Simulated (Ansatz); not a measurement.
# CH₈GeSSi: one species, many methods

One table from this session's results is given with a row withheld; the runs are named, their logs left out.

The runs use Ansatz 0.2.0, Gaussian basis; functionals in def2-TZVPP, the program's frozen cores in correlated methods.

Levels to be run: LDA (SPW92), PBE-D4, revPBE-D4, BLYP-D4, r2SCAN-D4, B97M-V, PBE0-D4, B3LYP-D4, r2SCANh-D4, r2SCAN0-D4, HSE06-D4, BHLYP-D4, CAM-B3LYP-D4, LC-ωPBE, ωB97X-V, ωB97M-V, B2PLYP, PBE-QIDH; CCSD(T)/def2-SVP; CCSD(T)/def2-TZVPP; MP2/def2-QZVPP; extrapolation to the limit; RPA on PBE.

## The geometry

All runs share one geometry, relaxed beforehand with PBE0-D4 in a triple-zeta def2 set.

SMILES `[SiH3]S[CH2][GeH3]`, 12 atoms, charge 0, spin multiplicity 1.

Atoms are counted from 1 here; the program's logs count them from 0.

Bond lengths: Si1–S2 2.127 Å, Si1–H5 1.484 Å, Si1–H6 1.488 Å, Si1–H7 1.488 Å, S2–C3 1.816 Å, C3–Ge4 1.967 Å, C3–H8 1.092 Å, C3–H9 1.092 Å, Ge4–H10 1.535 Å, Ge4–H11 1.538 Å, Ge4–H12 1.535 Å. Angles: S2–Si1–H5 106.9°, S2–Si1–H6 110.7°, S2–Si1–H7 110.7°, H5–Si1–H6 110.2°, H5–Si1–H7 110.2°, H6–Si1–H7 108.1°, Si1–S2–C3 99.0°, S2–C3–Ge4 109.8°, S2–C3–H8 110.4°, S2–C3–H9 110.4°, Ge4–C3–H8 108.8°, Ge4–C3–H9 108.8°, H8–C3–H9 108.7°, C3–Ge4–H10 109.4°, C3–Ge4–H11 108.7°, C3–Ge4–H12 109.4°, H10–Ge4–H11 109.8°, H10–Ge4–H12 109.9° and more.

Geometry (Å):

```mol
CH8GeSSi
  3D, bonds by distance, orders not assigned

 12 11  0  0  0  0  0  0  0  0999 V2000
   -0.6224    2.3777    0.4154 Si  0  0
   -1.1954    0.3922   -0.0865 S   0  0
    0.4383   -0.3984   -0.0224 C   0  0
    0.2694   -2.3121   -0.4433 Ge  0  0
   -1.8598    3.1964    0.4131 H   0  0
    0.0179    2.4172    1.7577 H   0  0
    0.3494    2.9118   -0.5763 H   0  0
    1.1123    0.0628   -0.7471 H   0  0
    0.8716   -0.2951    0.9744 H   0  0
   -0.3192   -2.4736   -1.8519 H   0  0
    1.6666   -2.9536   -0.3861 H   0  0
   -0.6517   -2.9804    0.5870 H   0  0
  1  2  8  0
  2  3  8  0
  3  4  8  0
  1  5  8  0
  1  6  8  0
  1  7  8  0
  3  8  8  0
  3  9  8  0
  4 10  8  0
  4 11  8  0
  4 12  8  0
M  END
```

The first run:

Input file in.yaml:

```yaml
crystal:
  periodic: [false, false, false]
  atoms:
    - {symbol: Si, position_ang: [-0.622377, 2.377682, 0.415396]}
    - {symbol: S, position_ang: [-1.195388, 0.392167, -0.086522]}
    - {symbol: C, position_ang: [0.438320, -0.398377, -0.022448]}
    - {symbol: Ge, position_ang: [0.269440, -2.312092, -0.443307]}
    - {symbol: H, position_ang: [-1.859845, 3.196398, 0.413079]}
    - {symbol: H, position_ang: [0.017860, 2.417204, 1.757671]}
    - {symbol: H, position_ang: [0.349445, 2.911776, -0.576294]}
    - {symbol: H, position_ang: [1.112294, 0.062803, -0.747070]}
    - {symbol: H, position_ang: [0.871624, -0.295132, 0.974364]}
    - {symbol: H, position_ang: [-0.319216, -2.473625, -1.851920]}
    - {symbol: H, position_ang: [1.666567, -2.953604, -0.386085]}
    - {symbol: H, position_ang: [-0.651724, -2.980400, 0.587034]}
basis:
  gaussian: {orbitals: def2-TZVPP}
hamiltonian: {xc: lda}
output: {orbitals: {seedname: orbitals}}
```

Steps of the session up to this table: LDA; PBE-D4 (GGA); revPBE-D4 (GGA); BLYP-D4 (GGA); r2SCAN-D4 (meta-GGA); B97M-V (meta-GGA); PBE0-D4 (hybrid); B3LYP-D4 (hybrid); r2SCANh-D4 (hybrid); r2SCAN0-D4 (hybrid); HSE06-D4 (hybrid); BHLYP-D4 (hybrid); CAM-B3LYP-D4 (range-separated); LC-ωPBE (range-separated); ωB97X-V (range-separated); ωB97M-V (range-separated); B2PLYP (double hybrid); PBE-QIDH (double hybrid).

One table of the session follows, with a row left open; its other results are not shown here.

It belongs to the step «Orbital energies across the functionals». 

```
  functional  HOMO (eV)  gap (eV)
 LDA (SPW92)      -5.92      4.74
      PBE-D4      -5.84      4.89
   revPBE-D4      -5.80      4.96
     BLYP-D4      -5.69      4.88
   r2SCAN-D4      -6.10      5.45
      B97M-V      -6.27      5.44
     PBE0-D4      -7.04      6.96
    B3LYP-D4      -6.80      6.52
  r2SCANh-D4      -6.54      6.20
  r2SCAN0-D4      -7.21      7.31
    HSE06-D4      -6.64      6.18
    BHLYP-D4      -8.11      8.91
CAM-B3LYP-D4          ?         ?
     LC-ωPBE      -9.73     11.82
     ωB97X-V      -9.39     11.32
     ωB97M-V      -9.23     10.88
```

Q: Estimate the row for CAM-B3LYP-D4 from the others.

The run gave: HOMO (eV): -8.34; gap (eV): 9.28. In the column «HOMO (eV)» it lies between ωB97M-V (-9.23) and BHLYP-D4 (-8.11).
